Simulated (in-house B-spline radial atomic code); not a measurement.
# Hf⁶⁵⁺: excited configurations

Wanted: excitation energies of Hf⁶⁵⁺ as differences of total energies (ΔSCF).

The numbers are computed with in-house B-spline radial atomic code version 1 (Dirac-Hartree-Fock, average of configuration, Fermi nucleus, basis-set limit), except any that are marked as measured or tabulated.

### Step 1. The atom as given

| Property | Result |
| --- | --- |
| element | hafnium (Z = 72) |
| charge | +65 |
| electrons | 7 |
| configuration | [He] 2s2 2p3 |
| Hamiltonian | Dirac-Coulomb |
| nucleus | Fermi, rms radius 5.347 fm |

Outer shells as boxes (Hund's rule):

[He] 2s2 2p3
```
[He] core
2s [↑↓]
2p [↑ ][↑ ][↑ ]
```

The boxes draw the filling by Hund's rule, which heavy ions in jj coupling don't follow; these runs average over all states of the configuration.

Settings of the run:

```ini
Z = 72
electrons = 7.0
configuration = [He] 2s2 2p3
hamiltonian = dirac
method = hf
spin_polarised = False
nucleus = fermi
rms_radius = 5.347
mass_number = 180
atomic_mass = 179.946559537
speed_of_light = 137.035999084
```

The reference is known from an earlier run: -8717.254372 hartree in all. Up to eight levels, counted from the top:

| orbital | occupation | energy (eV) | <r> (bohr) |
| --- | --- | --- | --- |
| 1s1/2 | 2 | -72521.5 | 0.01893 |
| 2s1/2 | 2 | -17296.6 | 0.07733 |
| 2p1/2 | 1 | -16993.0 | 0.06379 |
| 2p3/2 | 2 | -15710.3 | 0.07087 |

### Step 2. Configuration [He] 2s1 2p3 3p1

Settings of the run:

```ini
Z = 72
electrons = 7.0
configuration = [He] 2s1 2p3 3p1
hamiltonian = dirac
method = hf
spin_polarised = False
nucleus = fermi
rms_radius = 5.347
mass_number = 180
atomic_mass = 179.946559537
speed_of_light = 137.035999084
```

### Step 3. Configuration [He] 2s2 2p2 4s1

The settings differ from step 2 so:

```diff
@@ -2,3 +2,3 @@
 electrons = 7.0
-configuration = [He] 2s1 2p3 3p1
+configuration = [He] 2s2 2p2 4s1
 hamiltonian = dirac
```

### Step 4. Configuration [He] 2s1 2p3 5g1

The settings differ from step 3 so:

```diff
@@ -2,3 +2,3 @@
 electrons = 7.0
-configuration = [He] 2s2 2p2 4s1
+configuration = [He] 2s1 2p3 5g1
 hamiltonian = dirac
```

### Step 5. Configuration [He] 2s2 2p2 5f1

The settings differ from step 4 so:

```diff
@@ -2,3 +2,3 @@
 electrons = 7.0
-configuration = [He] 2s1 2p3 5g1
+configuration = [He] 2s2 2p2 5f1
 hamiltonian = dirac
```

### Step 6. Run with [He] 2s2 2p2 6f1

The settings differ from step 5 so:

```diff
@@ -2,3 +2,3 @@
 electrons = 7.0
-configuration = [He] 2s2 2p2 5f1
+configuration = [He] 2s2 2p2 6f1
 hamiltonian = dirac
```

**Question.** How far above the reference does each configuration lie (order and size, in eV)?

As calculated:

| net move | configuration | energy above the reference (eV) | with Breit, QED, recoil (eV) | largest <r> (bohr) |
| --- | --- | --- | --- | --- |
| 2s → 3p | [He] 2s1 2p3 3p1 | 10293.4 | 10262.4 | 0.180 |
| 2p → 4s | [He] 2s2 2p2 4s1 | 12098.9 | 12079.2 | 0.333 |
| 2p → 5f | [He] 2s2 2p2 5f1 | 13748.5 | 13724.8 | 0.473 |
| 2p → 6f | [He] 2s2 2p2 6f1 | 14478.2 | 14454.5 | 0.722 |
| 2s → 5g | [He] 2s1 2p3 5g1 | 14916.4 | 14879.0 | 0.415 |

Quantum defects of the promoted electron, δ = n − ζ/√(−2ε) with ζ = 66 and ε its orbital energy in hartree:

| promotion | δ |
| --- | --- |
| 2s → 3p | 0.091 |
| 2p → 4s | 0.169 |
| 2p → 5f | 0.018 |
| 2p → 6f | 0.021 |
| 2s → 5g | 0.008 |

**Reading.** The lowest of them is 2s → 3p at 10293.4 eV and the highest 2s → 5g at 14916.4 eV. Of those tabulated, the defect is largest for 4s (0.17) and least for 5g (0.01); at this charge much of the defect is relativistic. Two partly filled shells share a symmetry and can mix in the average, which may lower the energy, for: 2s → 3p. These are averages over configurations, without correlation, not spectroscopic levels.
